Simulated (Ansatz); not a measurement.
# Rb2Se3I: the cost of one run

Method: DFT PBE, scalar-relativistic, plane waves, PAW, unless a step names another level, in Ansatz 0.2.0.

6 further runs of the same task are left out: 5 that didn't finish, 1 set aside as unsound or not needed.

### Step 1. The structure to begin with

It takes space group P1 (No. 1, triclinic). Conventional cell: a = 6.082 Å, b = 6.870 Å, c = 7.368 Å, α = 88.94°, β = 87.67°, γ = 63.74°. Rb (site symmetry 1) is surrounded by 7 Se at 3.51 to 3.89 Å and 2 I at 3.69 Å. Rb (site symmetry 1) is surrounded by 4 Se at 3.69 to 3.94 Å and 3 I at 3.81 to 3.86 Å. Around Se (site symmetry 1) lie 2 Se at 2.48 Å. Around Se (site symmetry 1) lie 2 Se at 2.40 to 2.48 Å. I (site symmetry 1) has 5 Rb at 3.69 to 3.86 Å as nearest neighbours.

Structure file:

```
CELL_PARAMETERS angstrom
6.78884 -0.75645 0.73852
-3.56935 5.86934 -0.04568
-0.69011 -0.20329 7.33274
ATOMIC_POSITIONS crystal
Rb 0.06436 0.47695 0.50954
Rb 0.73649 0.80873 0.00927
Se 0.74825 0.79234 0.50978
Se 0.49487 0.35278 0.60797
Se 0.18825 0.04536 0.41253
I 0.04934 0.49559 0.00936
```

It came out lowest among 29 distinct ends of the trial cells. At a tolerance of 0.05 Å it has space group C2 (No. 5).

### Step 2. Tight relaxation for the response runs, on the response runs' mesh and smearing

Contents of input.yaml:

```yaml
crystal:
  lattice:
    - [6.7888380417, -0.7564532071, 0.7385176038]
    - [-3.5693541904, 5.8693449806, -0.0456773062]
    - [-0.6901096128, -0.2032859273, 7.3327441044]
  atoms:
    - { symbol: Rb, position: [0.0643642397, 0.4769494117, 0.5095395182] }
    - { symbol: Rb, position: [0.7364905659, 0.808731967, 1.0092715422] }
    - { symbol: Se, position: [0.7482524073, 0.7923357889, 0.5097750173] }
    - { symbol: Se, position: [0.4948718718, 0.3527846369, 0.6079670565] }
    - { symbol: Se, position: [0.1882460159, 1.0453583838, 0.4125329563] }
    - { symbol: I, position: [0.0493435293, 0.4955938817, 1.0093584994] }
basis:
  ecutwfc: 420
kpoints:
  mp_grid: { grid: [6, 6, 4] }
hamiltonian:
  xc: pbe
scf:
  occupations: { method: gaussian, width: 0.1 }
output:
  forces: true
  stress: true
  eigenvalues: true
relax:
  adjacent_minimum: "off"
  f_tol: 0.001
  max_steps: 60
  cell: { stress_tol: 0.01 }
```

Command:

```console
$ ansatz run input.yaml --threads 3 --pin off --max-ram 7680MiB --backend cpu --events-out ev --progress --plain --runs-dir out
```

**Question.** How long does this run take on 3 threads of Arm Neoverse V1, shared host, and how much memory does it need?

About 8.9 min, with a peak of 1.1 GiB.
